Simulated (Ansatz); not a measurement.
# Na3MoClO4: the cost of one run

Method: DFT, PBE, plane-wave PAW, default files, scalar-relativistic, as far as a step names no other, in Ansatz 0.2.0.

## 1. The system as given

Symmetry: P4/nmm, No. 129, tetragonal system. The conventional cell has a = 7.494 Å, b = 7.494 Å, c = 5.341 Å, α = 90.00°, β = 90.00°, γ = 90.00°. Around Na (site symmetry 2/m) lie 4 O at 2.52 Å and 2 Cl at 2.77 Å. Na (site symmetry 4mm) has 4 O at 2.36 Å and 2 Cl at 2.58 to 2.76 Å as nearest neighbours. Mo (site symmetry -4m2) has 4 O at 1.76 Å as nearest neighbours. Cl (site symmetry 4mm) has 6 Na at 2.58 to 2.77 Å as nearest neighbours. O (site symmetry m) has 1 Mo at 1.76 Å and 3 Na at 2.36 to 2.52 Å as nearest neighbours.

Coordinates:

```
CELL_PARAMETERS angstrom
7.49420 0.00000 0.00000
0.00000 7.49420 0.00000
0.00000 0.00000 5.34090
ATOMIC_POSITIONS crystal
Na 0.75000 0.75000 0.00000
Na 0.75000 0.25000 0.00000
Na 0.25000 0.25000 0.00000
Na 0.25000 0.75000 0.00000
Na 0.50000 0.00000 0.63580
Na 0.00000 0.50000 0.36420
Mo 0.00000 0.00000 0.50000
Mo 0.50000 0.50000 0.50000
Cl 0.50000 0.00000 0.15215
Cl 0.00000 0.50000 0.84785
O 0.81163 0.00000 0.69750
O 0.50000 0.31163 0.69750
O 0.18837 0.00000 0.69750
O 0.50000 0.68837 0.69750
O 0.31163 0.50000 0.30250
O 0.00000 0.18837 0.30250
O 0.68837 0.50000 0.30250
O 0.00000 0.81163 0.30250
```

## 2. Gradients at the starting positions

input.yaml

```yaml
crystal:
  lattice:
    - [7.4942, 0.0, 0.0]
    - [0.0, 7.4942, 0.0]
    - [0.0, 0.0, 5.3409]
  atoms:
    - { symbol: Na, position: [0.75, 0.75, 0.0] }
    - { symbol: Na, position: [0.75, 0.25, 0.0] }
    - { symbol: Na, position: [0.25, 0.25, 0.0] }
    - { symbol: Na, position: [0.25, 0.75, 0.0] }
    - { symbol: Na, position: [0.5, 0.0, 0.6358] }
    - { symbol: Na, position: [0.0, 0.5, 0.3642] }
    - { symbol: Mo, position: [0.0, 0.0, 0.5] }
    - { symbol: Mo, position: [0.5, 0.5, 0.5] }
    - { symbol: Cl, position: [0.5, 0.0, 0.15215] }
    - { symbol: Cl, position: [0.0, 0.5, 0.84785] }
    - { symbol: O, position: [0.81163, 0.0, 0.6975] }
    - { symbol: O, position: [0.5, 0.31163, 0.6975] }
    - { symbol: O, position: [0.18837, 0.0, 0.6975] }
    - { symbol: O, position: [0.5, 0.68837, 0.6975] }
    - { symbol: O, position: [0.31163, 0.5, 0.3025] }
    - { symbol: O, position: [0.0, 0.18837, 0.3025] }
    - { symbol: O, position: [0.68837, 0.5, 0.3025] }
    - { symbol: O, position: [0.0, 0.81163, 0.3025] }
kpoints:
  mp_grid: { grid: [3, 3, 5] }
scf:
  occupations: { method: fermi_dirac, width: 0.02 }
hamiltonian:
  xc: pbe
  pseudopotentials: { kind: paw }
output:
  forces: true
  stress: true
  populations: true
  efg:
    quadrupole_moments_barn: { Na: 0.104, Mo: -0.022, Cl: -0.08112, O: -0.02558 }
    contact_densities: true
```

Started as:

```sh
ansatz run input.yaml --threads 1 --pin off --max-ram 2560MiB --backend cpu --events-out ev --progress --plain --runs-dir out
```

What time and memory should one allow on 1 thread of Arm Neoverse V1, shared host?

About 22 s, with a peak of 0.65 GiB.
